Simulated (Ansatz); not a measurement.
# Sr3Pt: the cost of one run

Method: DFT PBE, scalar-relativistic, plane waves, PAW, in Ansatz 0.2.0.

1 further run of the same task is left out (it didn't finish).

## 1. The system as given

It takes space group I4/mmm (No. 139, tetragonal). The conventional cell has a = 4.666 Å, b = 4.666 Å, c = 10.422 Å, α = 90.00°, β = 90.00°, γ = 90.00°. Around Sr (site symmetry 4/mmm) lie 4 Pt at 3.30 Å and 8 Sr at 3.50 Å. Sr (site symmetry -4m2) has 8 Sr at 3.30 to 3.50 Å and 4 Pt at 3.50 Å as nearest neighbours. Around Pt (site symmetry 4/mmm) lie 12 Sr at 3.30 to 3.50 Å.

As a file:

```xyz
4
Lattice="-2.3329 2.3329 5.2112 2.3329 -2.3329 5.2112 2.3329 2.3329 -5.2112" Properties=species:S:1:pos:R:3 pbc="T T T"
Sr    0.0000    0.0000    5.2112
Sr    2.3329    0.0000    2.6056
Sr    0.0000    2.3329    2.6056
Pt    0.0000    0.0000    0.0000
```

This is candidate A: TiAl3 (D0_22) type (I4/mmm, No. 139).

(A quick probe on a coarse mesh, which set the mesh and smearing, is not shown.)

## 3. A loose first relaxation (candidate A)

input.yaml

```yaml
crystal:
  lattice:
    - [-2.3329128464, 2.3329128464, 5.2111819427]
    - [2.3329128464, -2.3329128464, 5.2111819427]
    - [2.3329128464, 2.3329128464, -5.2111819427]
  atoms:
    - { symbol: Sr, position: [0.5, 0.5, 0.0] }
    - { symbol: Sr, position: [0.25, 0.75, 0.5] }
    - { symbol: Sr, position: [0.75, 0.25, 0.5] }
    - { symbol: Pt, position: [0.0, 0.0, 0.0] }
basis:
  ecutwfc: 420
kpoints:
  mp_grid: { grid: [6, 6, 6] }
hamiltonian:
  xc: pbe
scf:
  occupations: { method: gaussian, width: 0.1 }
  lower_state_search: "off"
output:
  forces: true
  stress: true
  eigenvalues: true
relax:
  adjacent_minimum: "off"
  f_tol: 0.04
  max_steps: 70
  cell: { stress_tol: 0.4 }
```

The run is started by

```
$ ansatz run input.yaml --threads 1 --pin off --max-ram 2560MiB --backend cpu --events-out ev --progress --plain --runs-dir out
```

What time and memory should one allow on 1 thread of Arm Neoverse V1, shared host?

About 27 s, with a peak of 0.44 GiB.
